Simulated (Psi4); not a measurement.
**C2H5AlO (SMILES [CH3][Al]1[CH2][O]1) at CCSD/6-31G(d) (spherical functions)**

Aim: the vertical ionisation energy of C2H5AlO at CCSD/6-31G* (spherical functions), from 2 runs. 

The results are computed with Psi4 1.11.

## 1. The molecule

C2H5AlO: 9 atoms, total charge 0, spin state singlet. SMILES: `[CH3][Al]1[CH2][O]1`. The coordinates come from a PBE0-D4/def2-TZVP relaxation.

Bond lengths: C1–Al2 1.934 Å, Al2–C3 1.883 Å, Al2–O4 1.707 Å, C3–O4 1.488 Å, C1–H5 1.093 Å, C1–H6 1.091 Å, C1–H7 1.094 Å, C3–H8 1.091 Å, C3–H9 1.091 Å. Some angles: C1–Al2–C3 171.7°, C1–Al2–O4 139.6°, C3–Al2–O4 48.7°, Al2–C3–O4 59.5°, Al2–O4–C3 71.8°, Al2–C1–H5 110.3°, Al2–C1–H6 112.2°, Al2–C1–H7 110.1°, Al2–C3–H8 123.8°, Al2–C3–H9 123.8°.

## 2. The energy at CCSD/6-31G(d) (spherical functions)

Input file c2h5alo.json:

```json
{
  "schema_name": "qcschema_input",
  "schema_version": 1,
  "molecule": {
    "schema_name": "qcschema_molecule",
    "schema_version": 2,
    "symbols": ["C", "Al", "C", "O", "H", "H", "H", "H", "H"],
    "geometry": [-1.26781726, 2.49481643, -2.0437388, 0.09694295, -0.14494199, 0.08352589, 1.28255712, -2.41922738, 2.54980746, 1.49156083, -3.0415142, -0.18500419, 0.07502213, 2.97631865, -3.53775628, -1.70113146, 4.20653035, -0.97793327, -3.00693221, 1.84588448, -2.95194118, 0.07275446, -3.74260259, 3.56723601, 3.12409523, -2.26275806, 3.46349004],
    "molecular_charge": 0,
    "molecular_multiplicity": 1,
    "fix_symmetry": "c1",
    "fix_com": true,
    "fix_orientation": true
  },
  "driver": "energy",
  "model": {
    "method": "ccsd",
    "basis": "6-31G*"
  },
  "keywords": {
    "reference": "rhf",
    "puream": true,
    "e_convergence": 1e-09,
    "d_convergence": 1e-08,
    "scf_type": "pk",
    "num_frozen_docc": 8
  }
}
```

On the command line:

```console
psi4 --qcschema c2h5alo.json -n 1 --memory 2200MB
```

stdout:

```text
[...]
  Running in c1 symmetry.
[...]
  Nuclear repulsion =  145.500629799739670
[...]
  Multiplicity = 1
[...]
  Nalpha       = 19
  Nbeta        = 19
[...]
    Number of basis functions: 70
[...]
   @RHF iter   1:  -395.20633159815964   -9.64833e-01   7.98703e-03 DIIS/ADIIS
[...]
   @RHF iter  12:  -395.37333211542466   -5.62750e-12   6.94586e-09 DIIS
[...]
    Orbital Energies [Eh]
    ---------------------
    Doubly Occupied:
       1A    -58.454739     2A    -20.506626     3A    -11.235098
       4A    -11.221986     5A     -4.885148     6A     -3.200095
       7A     -3.198463     8A     -3.196963     9A     -1.270832
      10A     -0.947992    11A     -0.840577    12A     -0.584728
      13A     -0.582695    14A     -0.570936    15A     -0.568885
      16A     -0.517288    17A     -0.457867    18A     -0.409132
      19A     -0.330716
[...]
  @RHF Final Energy:  -395.37333211542466
   => Energetics <=
    Nuclear Repulsion Energy =            145.5006297997396700
    One-Electron Energy =                -835.7863897723915443
    Two-Electron Energy =                 294.9124278572272715
    Total Energy =                       -395.3733321154246596
[...]
 Multipole Moments:
 ------------------------------------------------------------------------------------
     Multipole            Electronic (a.u.)      Nuclear  (a.u.)        Total (a.u.)
 ------------------------------------------------------------------------------------
 L = 1.  Multiply by 2.5417464519 to convert [e a0] to [Debye]
 Dipole X            :        -12.4845430           11.8449923           -0.6395507
 Dipole Y            :         24.0577067          -22.7394523            1.3182543
 Dipole Z            :         -2.1963035            2.2053103            0.0090068
 Magnitude           :                                                    1.4652306
[...]
      * MP2 total energy                      = -395.867410298430570
[...]
      * CCSD total energy                     = -395.900428442149746
[...]
```

The result, in JSON:

```text
{
 "driver": "energy",
 "model": {
  "method": "ccsd",
  "basis": "6-31G*"
 },
 "success": true,
 "return_result": -395.90042844214975,
 "properties": {
  "calcinfo_nbasis": 70,
  "calcinfo_nmo": 70,
  "calcinfo_nalpha": 19,
  "calcinfo_nbeta": 19,
  "calcinfo_natom": 9,
  "nuclear_repulsion_energy": 145.50062979973967,
  "return_energy": -395.90042844214975,
  "scf_one_electron_energy": -835.7863897723915,
  "scf_two_electron_energy": 294.91242785722727,
  "scf_dipole_moment": [-0.6395507248576511, 1.3182543289567832, 0.009006787200209754],
  "scf_total_energy": -395.37333211542466,
  "scf_iterations": 12,
  "mp2_same_spin_correlation_energy": -0.12241929690345321,
  "mp2_opposite_spin_correlation_energy": -0.3716588861022958,
  "mp2_singles_energy": -7.573099786865464e-28,
  "mp2_doubles_energy": -0.494078183005749,
  "mp2_correlation_energy": -0.494078183005749,
  "mp2_total_energy": -395.86741029843057,
  "ccsd_same_spin_correlation_energy": -0.10934802140471561,
  "ccsd_opposite_spin_correlation_energy": -0.41774830532017443,
  "ccsd_singles_energy": 0.0,
  "ccsd_doubles_energy": -0.52709632672489,
  "ccsd_correlation_energy": -0.5270963267248896,
  "ccsd_total_energy": -395.90042844214975,
  "ccsd_iterations": 17
 }
}
```

It took 23 s on 1 thread of AMD EPYC 7R43 (Zen 3), shared host; peak memory 0.34 GiB.

## 3. The doublet cation at the same level

Input file c2h5alo_ase.py:

```python
import numpy as np
from ase.calculators.psi4 import Psi4
from ase import Atoms

a = Atoms(['C', 'Al', 'C', 'O', 'H', 'H', 'H', 'H', 'H'], positions=[
    [-0.670900, 1.320200, -1.081500],
    [0.051300, -0.076700, 0.044200],
    [0.678700, -1.280200, 1.349300],
    [0.789300, -1.609500, -0.097900],
    [0.039700, 1.575000, -1.872100],
    [-0.900200, 2.226000, -0.517500],
    [-1.591200, 0.976800, -1.562100],
    [0.038500, -1.980500, 1.887700],
    [1.653200, -1.197400, 1.832800],
])
calc = Psi4(atoms=a, method='ccsd', basis='6-31G*', memory='2200MB', num_threads=1, charge=1, multiplicity=2, label='calc', reference='uhf')
calc.psi4.set_options({'puream': True, 'e_convergence': 1e-09, 'd_convergence': 1e-08, 'scf_type': 'pk', 'num_frozen_docc': 8, 'maxiter': 100})
a.calc = calc

print(f'energy: {a.get_potential_energy():.6f} eV')
```

On the command line:

```console
python c2h5alo_ase.py
```

calc.dat:

```text
[...]
  Running in c1 symmetry.
[...]
  Nuclear repulsion =  145.500629802387095
[...]
  Multiplicity = 2
[...]
  Nalpha       = 19
  Nbeta        = 18
[...]
    Number of basis functions: 70
[...]
   @UHF iter   1:  -394.96344620416846   -7.21947e-01   6.79180e-03 ADIIS/DIIS
[...]
   @UHF iter  20:  -395.09876244928148   -3.46745e-12   9.52630e-09 DIIS
[...]
   @S^2 Observed:                7.735712460E-01
[...]
    Orbital Energies [Eh]
    ---------------------
    Alpha Occupied:
       1A    -58.731863     2A    -20.838781     3A    -11.535012
       4A    -11.403738     5A     -5.159090     6A     -3.473511
       7A     -3.471948     8A     -3.470840     9A     -1.603728
      10A     -1.154064    11A     -1.121761    12A     -0.919843
      13A     -0.875631    14A     -0.816246    15A     -0.741527
      16A     -0.739705    17A     -0.714815    18A     -0.697503
      19A     -0.648440
    Alpha Virtual:
      20A     -0.127281    21A     -0.121204    22A     -0.065693
      23A      0.013894    24A      0.046418    25A      0.057903
[...]
  @UHF Final Energy:  -395.09876244928148
   => Energetics <=
    Nuclear Repulsion Energy =            145.5006298023870954
    One-Electron Energy =                -826.0234537166893460
    Two-Electron Energy =                 285.4240614650208272
    Total Energy =                       -395.0987624492814803
  UHF NO Occupations:
  HONO-2 :   17  A 1.9993394
  HONO-1 :   18  A 1.9898281
[...]
 Multipole Moments:
 ------------------------------------------------------------------------------------
     Multipole            Electronic (a.u.)      Nuclear  (a.u.)        Total (a.u.)
 ------------------------------------------------------------------------------------
 L = 1.  Multiply by 2.5417464519 to convert [e a0] to [Debye]
 Dipole X            :          1.1729132           -1.4534531           -0.2805399
 Dipole Y            :         -2.2541113            2.9078582            0.6537469
 Dipole Z            :          1.4838192           -0.3945048            1.0893144
 Magnitude           :                                                    1.3010356
[...]
      * MP2 total energy                      = -395.564677085856260
[...]
      * CCSD total energy                     = -395.601797228165537
```

Standard output:

```text
energy: -10764.873216 eV
```

It took 53 s on 1 thread of AMD EPYC 7R43 (Zen 3), shared host; peak memory 0.35 GiB.

## 4. What came out

Level: CCSD/6-31G* (spherical functions), 8 core orbitals frozen.

```
                                                                  quantity          value
                                             singlet C2H5AlO: total energy  -395.90043 Eh
                      singlet C2H5AlO: HOMO energy (Hartree–Fock orbitals)       -9.00 eV
                      singlet C2H5AlO: LUMO energy (Hartree–Fock orbitals)        2.26 eV
                    singlet C2H5AlO: HOMO–LUMO gap (Hartree–Fock orbitals)       11.26 eV
              singlet C2H5AlO: correlation energy (8 core orbitals frozen)     -527.1 mEh
                                            singlet C2H5AlO: T1 diagnostic          0.017
                                              doublet cation: total energy  -395.60180 Eh
doublet cation: HOMO energy (Hartree–Fock orbitals) (highest over α and β)      -17.59 eV
 doublet cation: LUMO energy (Hartree–Fock orbitals) (lowest over α and β)       -6.22 eV
               doublet cation: correlation energy (8 core orbitals frozen)     -503.0 mEh
                         doublet cation: ⟨S²⟩ of the reference determinant          0.774
                                             doublet cation: T1 diagnostic          0.031
                        vertical ionisation energy (to the doublet cation)       8.126 eV
```

What this shows: Removing an electron at fixed nuclei costs 8.13 eV (784 kJ/mol).
